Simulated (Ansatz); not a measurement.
**C2H6Sn: basis-set convergence**

One table from this session's results is given with a row withheld; the runs are named, their logs left out.

The runs use Ansatz 0.2.0, Gaussian basis; one geometry, several basis sets.

Plan: PBE0-D4/def2-SVP; ωB97M-V/def2-SVP; PBE0-D4/def2-QZVPP; ωB97M-V/def2-QZVPP; the functionals' def2-TZVPP values are taken from earlier runs.

**Structure used throughout**

An earlier PBE0-D4 in a triple-zeta def2 set relaxation fixed the geometry. Sn takes the def2 core potential; no spin-orbit term is included.

SMILES `[CH3][Sn][CH3]`, 9 atoms, charge 0, spin multiplicity 1.

Atoms are counted from 1 here; the program's logs count them from 0.

Bond lengths: C1–Sn2 2.190 Å, C1–H4 1.095 Å, C1–H5 1.090 Å, C1–H6 1.095 Å, Sn2–C3 2.190 Å, C3–H7 1.095 Å, C3–H8 1.090 Å, C3–H9 1.095 Å. Angles: Sn2–C1–H4 109.3°, Sn2–C1–H5 113.0°, Sn2–C1–H6 109.3°, H4–C1–H5 109.0°, H4–C1–H6 107.1°, H5–C1–H6 109.0°, C1–Sn2–C3 92.8°, Sn2–C3–H7 109.4°, Sn2–C3–H8 113.0°, Sn2–C3–H9 109.2°, H7–C3–H8 109.0°, H7–C3–H9 107.1°, H8–C3–H9 109.0°.

Set-up of the first run:

The input, in.yaml:

```yaml
crystal:
  periodic: [false, false, false]
  atoms:
    - {symbol: C, position_ang: [-0.789855, 1.030047, -0.899396]}
    - {symbol: Sn, position_ang: [1.299684, 0.397864, -0.722148]}
    - {symbol: C, position_ang: [0.844711, -1.029786, 0.875370]}
    - {symbol: H, position_ang: [-1.412280, 0.160869, -1.136021]}
    - {symbol: H, position_ang: [-0.940701, 1.793237, -1.663294]}
    - {symbol: H, position_ang: [-1.133554, 1.418340, 0.064985]}
    - {symbol: H, position_ang: [0.100595, -1.749207, 0.518334]}
    - {symbol: H, position_ang: [1.723642, -1.571712, 1.225447]}
    - {symbol: H, position_ang: [0.396157, -0.495853, 1.719626]}
basis:
  gaussian: {orbitals: def2-SVP}
hamiltonian: {xc: pbe0, dispersion: d4}
output: {orbitals: {seedname: orbitals}}
```

Command:

```bash
$ ansatz run in.yaml --threads 4 --pin off --events-out ev --progress --plain --max-ram 10444MiB
```

Steps of the session up to this table: PBE0-D4 in def2-SVP; ωB97M-V in def2-SVP; PBE0-D4 in def2-QZVPP; ωB97M-V in def2-QZVPP.

One table of the session follows, with a row left open; its other results are not shown here.

It belongs to the step «Functionals by basis». 

```
functional       basis  HOMO (eV)  LUMO (eV)
   PBE0-D4    def2-SVP      -5.85      -2.25
   PBE0-D4  def2-TZVPP      -5.92      -2.30
   PBE0-D4  def2-QZVPP      -5.95      -2.31
   ωB97M-V    def2-SVP          ?          ?
   ωB97M-V  def2-TZVPP      -7.97      -0.58
   ωB97M-V  def2-QZVPP      -7.99      -0.61
```

Estimate the missing values for ωB97M-V, def2-SVP.

**Answer.** HOMO (eV): -7.88; LUMO (eV): -0.45. In the column «HOMO (eV)» it lies between ωB97M-V, def2-TZVPP (-7.97) and PBE0-D4, def2-QZVPP (-5.95).
